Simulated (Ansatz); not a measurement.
Working through an optical spectrum of CO2, space group Cmce

Computed with Ansatz's Python interface.

Contents of `co2.extxyz`:
```text
6
Lattice="2.63591123 -2.38737812 0.0 2.63591123 2.38737812 0.0 0.0 0.0 6.58717491" Properties=species:S:1:pos:R:3 pbc="T T T"
C     0.00000000    0.00000000    0.00000000
C     2.63591123    0.00000000    3.29358745
O     2.63591123   -1.46350371    5.87472840
O     2.63591123    1.46350371    0.71244651
O     2.63591123   -0.92387441    2.58114095
O     2.63591123    0.92387441    4.00603396
```

The cells in order, each with its output:

In [1]:
```python
import ansatz
import matplotlib.pyplot as plt
import numpy as np

SETTINGS = {
    'extra_bands': 2,
    'kmesh': (4, 4, 2),
    'occupations': 'fixed',
    'xc': 'lda',
}
```

In [2]:
```python
xtal = ansatz.Crystal.from_extxyz('co2.extxyz')
```

In [3]:
```python
calc = (
    xtal.calculation()
    .scf(extra_bands=SETTINGS['extra_bands'])
    .kpoints(*SETTINGS['kmesh'], center='monkhorst-pack')
    .occupations(SETTINGS['occupations'])
    .functional(SETTINGS['xc'])
    .mixing('anderson', preconditioner='kerker')
    .optics(energy_step=0.05, nscf_kmesh=(6, 6, 4), broadening_width=0.2, scissors=1.5, spectra_wanted_up_to=10)
)
outcome = calc.run()
spectra = outcome.optics()
energy, filling = np.asarray(spectra.photon_energy_ev), spectra.band_filling
gapped = filling.kind == 'insulating'
eps1 = np.asarray(filling.eps1 if gapped else filling.eps1_interband)[:3].mean(axis=0)
eps2 = np.asarray(filling.eps2 if gapped else filling.eps2_interband)[:3].mean(axis=0)
print('filling:', filling.kind, '- valid up to', round(spectra.valid_up_to_ev, 2), 'eV,', spectra.n_bands, 'bands')
top = min(10, spectra.valid_up_to_ev)
# mean of xx, yy and zz; between bands only where the bands are partly filled
shown = energy <= top
plt.figure(figsize=(4.8, 3.2))
plt.plot(energy[shown], eps1[shown], label='eps1')
plt.plot(energy[shown], eps2[shown], label='eps2')
plt.xlabel('photon energy (eV)')
plt.legend()
plt.tight_layout()
plt.savefig('optics.png', dpi=100)
peak = int(np.argmax(np.where(shown & (energy > 0.3), eps2, 0)))
print(f'strongest absorption at {energy[peak]:.2f} eV, eps2 = {eps2[peak]:.2f}')
if gapped:
    print('eps_inf, bands beyond those summed included:', np.round(filling.eps_inf[:3], 3))
print('f-sum electrons:', np.round(filling.get('f_sum_n_eff'), 3))
```
```text
DeckWarning: basis.ecutwfc = 420 eV, auto-derived from the records' recommended cutoffs: set by C (normal level)
filling: insulating - valid up to 16.38 eV, 28 bands
strongest absorption at 9.85 eV, eps2 = 11.01
eps_inf, bands beyond those summed included: [1.845 2.868 2.444]
f-sum electrons: [ 7.323 13.115 10.76 ]
```

The settings weren't tested for convergence. The k-point mesh is coarse, and energy and stress weren't tested for convergence. The empty bands are shifted up by the scissors value typed. Averages over directions belong to no single polarisation, least of all in layered crystals. The structure comes from a database of computed cells and needn't be a stable or known phase. Warnings are shown shortened and without file and line. Independent-particle spectra on Kohn-Sham bands hold no excitons, and semilocal gaps are too small. Hardware and time: 32 s on 1 thread of Arm Neoverse V2, on a shared host, peak memory 0.67 GiB.

(Lines on the test bed's own set-up are left out of the output.)
